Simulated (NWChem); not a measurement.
# InCl (SMILES [Cl][In]) at HF/def2-TZVPPD (core potential)

What is the vertical singlet–triplet gap of InCl at HF/def2-TZVPPD (core potential)? 

The results are computed with NWChem 7.3.0.

4 further runs of the same task are left out: 1 that didn't finish, 3 set aside as unsound or not needed.

### 1 The structure to begin with

InCl: 2 atoms, total charge 0, spin state singlet. As SMILES, `[Cl][In]`. Geometry: relaxed at PBE0-D4/def2-TZVP.

Bond lengths: Cl1–In2 2.414 Å.

### 2 Energy and forces at HF/def2-TZVPPD (core potential)

File run.py:

```python
from ase import Atoms
from ase.calculators.nwchem import NWChem

atoms = Atoms(['Cl', 'In'], positions=[
    [0.000000, -0.000000, -0.013930],
    [-0.000000, 0.000000, 2.399590],
])

calc = NWChem(
    label='clin',
    theory='scf',
    memory='2200 mb',
    basis='def2-TZVPPD',
    basispar='spherical bse',
    scf={'nopen': '0', 'rhf': None, 'thresh': '1e-08', 'maxiter': '80'},
    **{'ecp bse': {'In library': 'def2-TZVPPD'}},
)
atoms.calc = calc

forces = atoms.get_forces()
print(f"energy = {atoms.get_potential_energy():.6f} eV")
print("forces (eV/A):")
for s, f in zip(atoms.symbols, forces):
    print(f"{s:2s} {f[0]:10.5f} {f[1]:10.5f} {f[2]:10.5f}")
print("dipole (e A):", atoms.get_dipole_moment().round(4))
```

Run with:

```bash
export ASE_NWCHEM_COMMAND="nwchem PREFIX.nwi > PREFIX.nwo"
python run.py
```

Standard output:

```text
energy = -17655.089363 eV
forces (eV/A):
Cl   -0.00000   -0.00000   -0.18702
In    0.00000    0.00000    0.18702
dipole (e A): [ 0.     -0.      0.7333]
```

The calculator wrote clin.nwi:

```
title "clin"

permanent_dir clin

scratch_dir clin

start clin

geometry units angstrom nocenter noautosym noautoz
  Cl 0.0000000000000000e+00 -0.0000000000000000e+00 -1.3930000000000000e-02
  In -0.0000000000000000e+00 0.0000000000000000e+00 2.3995899999999999e+00
end

memory 2200 mb

basis spherical bse noprint
   * library def2-TZVPPD
end

scf
  nopen 0
  rhf
  thresh 1e-08
  maxiter 80
end
ecp bse
  In library def2-TZVPPD
end

task scf gradient
```

clin.nwo (excerpt; [...] marks lines left out):

```text
[...]
         Total SCF energy =   -648.812572342710
      One-electron energy =  -1127.262829931618
      Two-electron energy =    400.176086298472
 Nuclear repulsion energy =     78.274171290436
[... 3 lines left out ...]
             Final eigenvalues
[... 33 lines left out ...]
                       ROHF Final Molecular Orbital Analysis
[...]
  wavefunction    =   RHF
                         RHF ENERGY GRADIENTS
    atom               coordinates                        gradient
                 x          y          z           x          y          z
   1 Cl      0.000000   0.000000  -0.026324    0.000000   0.000000   0.003637
   2 In      0.000000   0.000000   4.534568   -0.000000  -0.000000  -0.003637
[...]
```

Wall time 56 s (1 thread of Intel Xeon Platinum 8259CL at 2.50GHz (Skylake/Cascade Lake), shared host); peak memory 0.11 GiB.

### 3 The triplet: a single-point energy at UHF/def2-TZVPPD (core potential)

File clin.nw:

```
start clin
memory total 2200 mb

geometry units atomic noautosym nocenter noautoz
 Cl  0.00000000  0.00000000 -0.02632388
 In  0.00000000  0.00000000  4.53456791
end

basis spherical bse
 * library def2-TZVPPD
end

ecp bse
 In library def2-TZVPPD
end

scf
 triplet
 uhf
 thresh 1e-08
 maxiter 80
end

task scf
```

Run with:

```bash
nwchem clin.nw > clin.out
```

Standard output:

```text
[...]
  functions       =   107
[...]
  wavefunction    = UHF
[...]
         Total SCF energy =   -648.717625836946
      One electron energy =  -1126.084860157236
      Two electron energy =    399.093068556757
 Nuclear repulsion energy =     78.274165763534
                       Sz =      1.0000
                 Sz(Sz+1) =      2.0000
                      S^2 =      2.0100
[...]
```

Wall time 79 s (1 thread of Intel Xeon Platinum 8259CL at 2.50GHz (Skylake/Cascade Lake), shared host); peak memory 0.1 GiB.

### 4 Summary of results

Level: HF/def2-TZVPPD (core potential).

```
                                        quantity          value
                           singlet: total energy  -648.81257 Eh
                          singlet: dipole moment         3.52 D
                            singlet: HOMO energy       -9.23 eV
                            singlet: LUMO energy        0.38 eV
                          singlet: HOMO–LUMO gap        9.61 eV
               singlet: largest force on an atom     0.187 eV/Å
                           triplet: total energy  -648.71763 Eh
                          triplet: dipole moment         3.20 D
     triplet: HOMO energy (highest over α and β)       -6.51 eV
      triplet: LUMO energy (lowest over α and β)       -1.65 eV
                                   triplet: ⟨S²⟩          2.010
vertical energy of the triplet above the singlet       2.584 eV
```

In words: At this shape the triplet lies 2.58 eV (60 kcal/mol) above the singlet.
